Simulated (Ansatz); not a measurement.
# NbH2: one contact scaled

An exercise on one series of results from a longer session: the logs are not shown, and one member is left open.

Method: DFT r²SCAN, with the methods named in each step, in Ansatz 0.2.0.

## The structure to begin with

The structure is cubic, space group Fm-3m (No. 225). Conventional cell: a = 4.569 Å, b = 4.569 Å, c = 4.569 Å, α = 90.00°, β = 90.00°, γ = 90.00°. Nb (site symmetry m-3m) is surrounded by 8 H at 1.98 Å. Around H (site symmetry -43m) lie 4 Nb at 1.98 Å.

Coordinates:

```cif
data_structure
_symmetry_space_group_name_H-M 'Fm-3m'
_symmetry_Int_Tables_number 225
_cell_length_a 4.5691
_cell_length_b 4.5691
_cell_length_c 4.5691
_cell_angle_alpha 90.000
_cell_angle_beta 90.000
_cell_angle_gamma 90.000
_cell_volume 95.39
loop_
_atom_site_label
_atom_site_type_symbol
_atom_site_symmetry_multiplicity
_atom_site_Wyckoff_symbol
_atom_site_fract_x
_atom_site_fract_y
_atom_site_fract_z
_atom_site_occupancy
Nb1 Nb 4 a 0.00000 0.00000 0.00000 1
H1 H 8 c 0.25000 0.75000 0.75000 1
```

The file gives the conventional cell by its symmetry; the runs use the cell typed in the input.

Atoms are numbered in the order of the input: Nb1, H2, H3.

The first run:

Contents of input.yaml:

```yaml
crystal:
  lattice:
    - [0.0, 2.2845582332, 2.2845582332]
    - [2.2845582332, 0.0, 2.2845582332]
    - [2.2845582332, 2.2845582332, 0.0]
  atoms:
    - { symbol: Nb, position: [0.0, 0.0, 0.0] }
    - { symbol: H, position: [0.25, 0.25, 0.25] }
    - { symbol: H, position: [0.75, 0.75, 0.75] }
kpoints:
  mp_grid: { grid: [10, 10, 10] }
scf:
  occupations: { method: fermi_dirac, width: 0.05 }
hamiltonian:
  xc: r2scan
  pseudopotentials: { kind: paw }
output:
  forces: true
  stress: true
  eigenvalues: true
  efg: { contact_densities: true }
  populations: true
```

Run with:

```bash
$ ansatz run input.yaml --threads 1 --pin off --max-ram 3072MiB --backend cpu --events-out ev --progress --plain --runs-dir out
```

Among the steps run: Shortest bond scaled by 1, PAW; Shortest bond scaled by 0.95, PAW; Shortest bond scaled by 0.85, PAW; Shortest bond scaled by 0.8, PAW; Shortest bond scaled by 0.75, PAW; Shortest bond scaled by 0.75, PAW (level accurate).

One of the session's tables, all rows but one given; the rest of the session is left out.

```
              method  length (Å)  F from the given length (eV/cell)  force along the bond (eV/Å)  pressure (GPa)  largest force (eV/Å)
                 PAW       1.484                              1.307                        7.477           14.09                 7.778
                 PAW       1.583                              0.708                        4.769            7.09                 5.003
                 PAW       1.682                              0.338                        2.831            2.31                 2.998
                 PAW       1.880                              0.028                        0.600           -2.25                 0.657
                 PAW       1.978                                  ?                            ?               ?                     ?
PAW (level accurate)       1.484                                  –                        7.481           14.13                 7.780
```

**Question.** Estimate the row for PAW, 1.978.

As computed: F from the given length (eV/cell): 0.000; force along the bond (eV/Å): 0.000; pressure (GPa): -2.71; largest force (eV/Å): 0.000. In the column «F from the given length (eV/cell)» it is the lowest.

To keep in mind: Warnings in the runs' records: gradients without spin orbit, accurate level unavailable.
